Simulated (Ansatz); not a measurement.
# ClH3NOSi, SMILES [NH][SiH](O)Cl: a rigid scan of one bond angle

With Ansatz 0.2.0, Python API.

Typed at the interpreter:
```pycon
>>> import ansatz as az
>>> from ase import Atoms
>>> atoms = Atoms(["N", "Si", "O", "Cl", "H", "H", "H"], positions=[
...     (-0.0506, 1.0565, -0.788),
...     (-0.1573, -0.1795, 0.3812),
...     (1.3192, -0.8186, 0.1623),
...     (-1.419, -1.6105, -0.1293),
...     (-1.0257, 1.528, -0.8335),
...     (-0.3776, 0.3379, 1.7546),
...     (1.7723, -0.3817, -0.593),
... ])
>>> # start the scan from a relaxed geometry
>>> first = (
...     az.Crystal.molecule_from_ase(atoms).calculation()
...     .basis(gaussian="def2-SVP")
...     .functional("pbe", dispersion="d3bj")
...     .spin("collinear", total=1)  # two spin channels
...     .relax(force_tolerance=0.02, max_steps=80)  # relax until the tolerances are met
... )
>>> atoms.positions = first.run().report["positions_ang"]
>>> rows = []
>>> for angle in [90, 100, 110, 120, 135, 150, 165, 179]:
...     bent = atoms.copy()
...     bent.set_angle(1, 0, 4, angle, indices=[4])
...     job = (
...         az.Crystal.molecule_from_ase(bent).calculation()
...         .basis(gaussian="def2-SVP")  # atom-centred Gaussian functions
...         .functional("pbe", dispersion="d3bj")
...         .spin("collinear", total=1)
...     )
...     rows.append((angle, job.run().report["free_energy_ev"]))
...
>>> floor = min(e for _, e in rows)
>>> for angle, e in rows:
...     print(f"angle Si1-N0-H4 = {angle:3d} deg   {1000 * (e - floor):9.1f} meV")
...
angle Si1-N0-H4 =  90 deg       216.5 meV
angle Si1-N0-H4 = 100 deg        62.5 meV
angle Si1-N0-H4 = 110 deg         0.0 meV
angle Si1-N0-H4 = 120 deg         6.4 meV
angle Si1-N0-H4 = 135 deg       102.0 meV
angle Si1-N0-H4 = 150 deg       244.6 meV
angle Si1-N0-H4 = 165 deg       374.8 meV
angle Si1-N0-H4 = 179 deg       446.3 meV
```

The scan is rigid, and the energies are electronic, in a modest basis. The zero is the lowest point of the grid, which needn't be the minimum. The run takes the species as open-shell (spin multiplicity 2), which needn't be its ground state. Finished in 70 s on 1 thread of Arm Neoverse V2, with other jobs on the host, peak memory 0.24 GiB.

(A comment or docstring line of the script was reworded after the run, the code is as it ran.)
